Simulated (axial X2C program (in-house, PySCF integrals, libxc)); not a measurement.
**ScSi⁻: properties at the nuclei**

Aim: properties at the nuclei of ScSi⁻, with spin–orbit coupling in the Hamiltonian from the start.

Method: two-component X2C with atomic mean-field terms, Sc dyall-acv3z, Si dyall-av3z; program: an in-house X2C program for linear molecules on PySCF integrals.

All values are calculated.

### 1 Set-up

Contents of task.json:

```json
{"zs": [21, 14], "q": -1, "bas": ["dyall-acv3z", "dyall-av3z"], "r0": 2.64, "levels": ["PBE0", "HF", "PBE", "BHandHLYP", "r2SCAN"], "nst": 3}
```

Keys: zs atomic numbers; q charge; bas basis sets; r0 starting distance in Å; levels methods (HF also brings MP2); nst determinants followed.

Launch:

```console
> python soeom.py task.json out
```

Nuclei are Gaussian, cores are contracted, and the Gaunt term is on.

### 2 Expectation values, lowest determinant

R = 2.568 Å. State: Ω = 1 (excess of +ω over −ω: ω = -1/2, ω = 3/2).

Output of the PBE0 run:

```text
two-component X2C + atomic mean field  PBE0
basis functions 202  fitting functions 1080  grid points 5083
iter        total energy     max residual
   1      -1048.175164703     1.32e+01
   2      -1049.993985660     1.20e+01
   3      -1051.295089680     1.01e+01
   4      -1052.219098383     8.10e+00
   5      -1053.421838817     4.23e+00
   6      -1053.704270697     7.36e-01
   7      -1053.746208864     4.11e-01
   8      -1053.766587259     2.79e-01
   9      -1053.785239313     2.07e-01
  10      -1053.793538835     1.73e-01
  11      -1053.796989125     8.81e-02
  12      -1053.798580078     5.55e-02
  13      -1053.799439139     4.45e-02
  14      -1053.799995095     3.53e-02
  15      -1053.800194991     2.04e-02
  16      -1053.800289820     1.55e-02
  17      -1053.800341745     8.76e-03
  18      -1053.800378569     6.74e-03
  19      -1053.800401393     5.91e-03
  20      -1053.800414091     3.51e-03
  21      -1053.800420869     3.22e-03
  22      -1053.800426433     2.81e-03
  23      -1053.800432127     3.42e-03
  24      -1053.800436060     1.87e-03
  25      -1053.800438476     1.79e-03
  26      -1053.800440274     1.39e-03
  27      -1053.800441677     1.23e-03
  28      -1053.800442553     1.10e-03
  29      -1053.800443030     6.62e-04
  30      -1053.800443278     8.22e-04
  31      -1053.800443436     3.74e-04
  32      -1053.800443532     3.68e-04
  33      -1053.800443583     2.31e-04
  34      -1053.800443612     2.56e-04
  35      -1053.800443626     1.27e-04
  36      -1053.800443632     1.07e-04
  37      -1053.800443636     8.29e-05
  38      -1053.800443638     4.53e-05
  39      -1053.800443639     5.35e-05
  40      -1053.800443640     2.20e-05
  41      -1053.800443640     1.57e-05
  42      -1053.800443640     1.64e-05
  43      -1053.800443640     1.04e-05
  44      -1053.800443640     4.93e-06
converged
one-electron -1573.80294724  Coulomb 519.60007804  exact exchange -14.68895629  xc functional -45.29207089  nuclear repulsion 60.58337228  atomic mean-field constant -0.19991954
```

The highest occupied spinor is 38% Sc s, 20% Sc p, 19% Si p.

```tsv
level	Eeff magnitude (GV/cm)	Ws magnitude Sc (kHz)	A∥/gI Sc (MHz)	qzz Sc (a.u.)	A∥/gI Si (MHz)	qzz Si (a.u.)
PBE0	0.0263	0.00158	-84.8	-1.23	-91	-1.12
HF	0.241	0.0801	-50.3	-1.13	-137	-0.44
PBE	0.0308	0.0173	-4.92	-1.20	-95.2	-1.33
BHandHLYP	0.0617	0.00923	-98	-1.30	-61	-0.94
r2SCAN	0.00927	0.00615	-114	-1.25	-73.6	-1.20
```

Eeff is the effective electric field on the electron dipole moment in this Ω state and Ws the scalar–pseudoscalar constant (defined with the proton number Z and per Ω); A∥ is the parallel hyperfine constant, which follows by multiplying with the nuclear g factor gI = μI/(I μN); qzz is the electric field gradient, eQq0 = 234.96 MHz × Q/barn × qzz. The operators were transformed with the bare-nucleus X2C matrices.

### 3 Expectation values, a higher determinant

R = 2.568 Å. State: Ω = 2 (excess of +ω over −ω: ω = 1/2, ω = 3/2), 0.08 eV above the lowest in the PBE0 search for states (made at or near this distance, with looser thresholds).

Output of the PBE0 run:

```text
two-component X2C + atomic mean field  PBE0
basis functions 202  fitting functions 1080  grid points 5083
iter        total energy     max residual
   1      -1048.223226606     1.30e+01
   2      -1050.036995235     1.18e+01
   3      -1051.333164800     9.97e+00
   4      -1052.247395834     7.98e+00
   5      -1053.433376599     4.08e+00
   6      -1053.699881810     6.16e-01
   7      -1053.701760994     3.17e-01
   8      -1053.754850065     2.25e-01
   9      -1053.760587833     5.25e-01
  10      -1053.787960077     1.96e-01
  11      -1053.791850467     1.59e-01
  12      -1053.795446918     8.04e-02
  13      -1053.796716038     6.83e-02
  14      -1053.797346916     3.98e-02
  15      -1053.797893978     2.09e-02
  16      -1053.798191582     2.51e-02
  17      -1053.798304126     7.65e-03
  18      -1053.798412101     1.39e-02
  19      -1053.798489867     1.65e-02
  20      -1053.798531869     7.45e-03
  21      -1053.798560963     4.44e-03
  22      -1053.798578235     5.08e-03
  23      -1053.798591879     4.53e-03
  24      -1053.798603512     4.26e-03
  25      -1053.798610140     5.48e-03
  26      -1053.798614512     3.11e-03
  27      -1053.798618186     2.88e-03
  28      -1053.798621309     2.07e-03
  29      -1053.798623407     1.02e-03
  30      -1053.798624972     1.64e-03
  31      -1053.798626260     1.78e-03
  32      -1053.798627320     1.25e-03
  33      -1053.798627943     6.56e-04
  34      -1053.798628224     5.61e-04
  35      -1053.798628328     5.31e-04
  36      -1053.798628386     4.58e-04
  37      -1053.798628497     2.99e-04
  38      -1053.798628531     2.59e-04
  39      -1053.798628563     2.15e-04
  40      -1053.798628579     1.97e-04
  41      -1053.798628588     8.74e-05
  42      -1053.798628594     6.47e-05
  43      -1053.798628597     5.70e-05
  44      -1053.798628598     4.05e-05
  45      -1053.798628599     2.63e-05
  46      -1053.798628599     2.94e-05
  47      -1053.798628599     1.70e-05
  48      -1053.798628600     1.29e-05
  49      -1053.798628600     8.74e-06
converged
one-electron -1573.98739659  Coulomb 519.76857493  exact exchange -14.68020579  xc functional -45.28305389  nuclear repulsion 60.58337228  atomic mean-field constant -0.19991954
```

The highest occupied spinor is 67% Sc d, 26% Si p, 3% Sc p.

```tsv
level	Eeff magnitude (GV/cm)	Ws magnitude Sc (kHz)	A∥/gI Sc (MHz)	qzz Sc (a.u.)	A∥/gI Si (MHz)	qzz Si (a.u.)
PBE0	0.0718	0.0155	48.2	-0.84	1.53	-0.23
HF	0.696	0.124	21	-0.98	-27	-0.23
PBE	0.00445	0.0035	51.1	-0.84	39.4	-0.22
BHandHLYP	0.0155	0.00536	33.3	-0.97	-13.2	-0.41
r2SCAN	0.142	0.029	70.5	-0.81	48.3	-0.14
```

### 4 Expectation values, a higher determinant

R = 2.568 Å. State: Ω = 1 (excess of +ω over −ω: 2 × ω = 1/2), 0.20 eV above the lowest in the PBE0 search for states (made at or near this distance, with looser thresholds).

Output of the PBE0 run:

```text
two-component X2C + atomic mean field  PBE0
basis functions 202  fitting functions 1080  grid points 5083
iter        total energy     max residual
   1      -1048.249456119     1.28e+01
   2      -1050.094933922     1.15e+01
   3      -1051.384866673     9.72e+00
   4      -1052.316211824     7.62e+00
   5      -1053.547101712     3.18e+00
   6      -1053.602417282     6.83e-01
   7      -1053.719661864     4.17e-01
   8      -1053.759021262     4.22e-01
   9      -1053.778742156     3.02e-01
  10      -1053.786098712     1.92e-01
  11      -1053.790573881     4.93e-02
  12      -1053.792276528     6.31e-02
  13      -1053.792902167     6.20e-02
  14      -1053.793407811     3.38e-02
  15      -1053.793737405     3.08e-02
  16      -1053.793837867     1.40e-02
  17      -1053.793908935     9.00e-03
  18      -1053.793960275     7.58e-03
  19      -1053.793985304     7.56e-03
  20      -1053.794009868     3.83e-03
  21      -1053.794019563     4.02e-03
  22      -1053.794025117     2.92e-03
  23      -1053.794029880     2.54e-03
  24      -1053.794032846     2.14e-03
  25      -1053.794034628     2.05e-03
  26      -1053.794036246     1.90e-03
  27      -1053.794037517     1.59e-03
  28      -1053.794038415     1.00e-03
  29      -1053.794039217     8.93e-04
  30      -1053.794039866     8.11e-04
  31      -1053.794040445     6.46e-04
  32      -1053.794040923     7.05e-04
  33      -1053.794041226     4.84e-04
  34      -1053.794041419     4.08e-04
  35      -1053.794041538     3.38e-04
  36      -1053.794041586     4.17e-04
  37      -1053.794041656     3.05e-04
  38      -1053.794041688     2.96e-04
  39      -1053.794041711     1.01e-04
  40      -1053.794041724     1.25e-04
  41      -1053.794041728     1.14e-04
  42      -1053.794041731     5.92e-05
  43      -1053.794041732     3.32e-05
  44      -1053.794041733     2.15e-05
  45      -1053.794041733     1.09e-05
  46      -1053.794041733     8.46e-06
converged
one-electron -1574.13164681  Coulomb 519.92467693  exact exchange -14.68153384  xc functional -45.28899075  nuclear repulsion 60.58337228  atomic mean-field constant -0.19991954
```

The highest occupied spinor is 31% Sc s, 25% Sc d, 19% Si p.

```tsv
level	Eeff magnitude (GV/cm)	Ws magnitude Sc (kHz)	A∥/gI Sc (MHz)	qzz Sc (a.u.)	A∥/gI Si (MHz)	qzz Si (a.u.)
PBE0	0.116	0.0378	99	-0.88	144	-0.44
HF	0.203	0.0685	135	-0.38	126	-0.61
PBE	0.0917	0.0292	103	-0.84	170	-0.29
BHandHLYP	0.104	0.0329	90.4	-1.00	127	-0.56
r2SCAN	0.0312	0.00624	104	-0.74	165	-0.22
```

### 5 What came out

```
                                        quantity                                            value
                              lowest determinant  Ω = 1 (excess of +ω over −ω: ω = -1/2, ω = 3/2)
                    Eeff magnitude (GV/cm), PBE0                                           0.0263
                     Ws magnitude Sc (kHz), PBE0                                          0.00158
                            A∥/gI Sc (MHz), PBE0                                            -84.8
                             qzz Sc (a.u.), PBE0                                            -1.23
                              higher determinant   Ω = 2 (excess of +ω over −ω: ω = 1/2, ω = 3/2)
Eeff magnitude (GV/cm), PBE0, higher determinant                                           0.0718
 Ws magnitude Sc (kHz), PBE0, higher determinant                                           0.0155
        A∥/gI Sc (MHz), PBE0, higher determinant                                             48.2
         qzz Sc (a.u.), PBE0, higher determinant                                            -0.84
                              higher determinant        Ω = 1 (excess of +ω over −ω: 2 × ω = 1/2)
Eeff magnitude (GV/cm), PBE0, higher determinant                                            0.116
 Ws magnitude Sc (kHz), PBE0, higher determinant                                           0.0378
        A∥/gI Sc (MHz), PBE0, higher determinant                                               99
         qzz Sc (a.u.), PBE0, higher determinant                                            -0.88
```

**Reading.** In the first state, the effective field runs from 0.00927 to 0.241 GV/cm over the mean-field levels, so the levels don't agree on it. The expectation values come from single determinants, which for open shells can mix terms of unlike spin or miss the lowest Ω, so a determinant need not be a state. Eeff is the effective electric field on the electron dipole moment in this Ω state and Ws the scalar–pseudoscalar constant (defined with the proton number Z and per Ω); A∥ is the parallel hyperfine constant, which follows by multiplying with the nuclear g factor gI = μI/(I μN); qzz is the electric field gradient, eQq0 = 234.96 MHz × Q/barn × qzz. The operators were transformed with the bare-nucleus X2C matrices. A second determinant lies within 0.1 eV of the first, so their order is not settled at this level.
